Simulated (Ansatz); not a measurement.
Write the native input for Ansatz 0.2.0 that does the following.

```
Task                : relaxation of cell and atoms
Functional          : PBEsol
Potentials or basis : all-electron LAPW, scalar-relativistic
Basis error allowed : 0.001 eV/atom
k mesh              : 8 × 8 × 7
Occupations         : fermi-dirac, width 0.05 eV
Spin                : no spin polarisation
```

Crystal: NbTe.

```
Te Nb
1.0
     3.70297    0.00000    0.00000
    -1.85149    3.20687    0.00000
     0.00000    0.00000    3.69421
Te Nb
1 1
Direct
  0.66667 0.33333 0.00000
  0.00000 0.00000 0.50000
```

The cell comes from a database or a generator and needn't be the stable form of this composition.

One way to write it, as run:

input.yaml

```yaml
crystal:
  lattice:
    - [3.7029743866, 0.0, 0.0]
    - [-1.8514871933, 3.2068698884, 0.0]
    - [0.0, 0.0, 3.694211]
  atoms:
    - { symbol: Te, position: [0.6666666667, 0.3333333333, 0.0] }
    - { symbol: Nb, position: [0.0, 0.0, 0.5] }
kpoints:
  mp_grid: { grid: [8, 8, 7] }
scf:
  occupations: { method: fermi_dirac, width: 0.05 }
hamiltonian:
  xc: pbesol
  pseudopotentials: { kind: all_electron, lapw: { basis_error: 0.001 } }
output:
  forces: true
  stress: true
relax:
  f_tol: 0.005
  max_steps: 60
  cell: {}
```

Potentials or basis: all-electron LAPW, scalar-relativistic.

Run with:

```sh
$ ansatz run input.yaml --threads 1 --pin off --max-ram 3072MiB --backend cpu --events-out ev --progress --plain --runs-dir out
```

Results of the run:

```yaml
Relaxed_volume: 20.96 Å³/atom
Relaxed_cell: a = 3.630 Å, b = 3.630 Å, c = 3.674 Å, α = 90.00°, β = 90.00°, γ = 120.00°
Space_group_after_relaxing_to_0.05_Å: P-6m2 (No. 187)
Energy_gained_by_relaxing: 16.5 meV/atom
Ionic_steps: 5
Pressure_after_relaxing: 0.0 GPa
```

Run time: 2.5 min on 1 thread of Intel(R) Xeon(R) Processor @ 2.50GHz (Skylake/Cascade Lake) (shared host), peak memory 0.36 GiB.
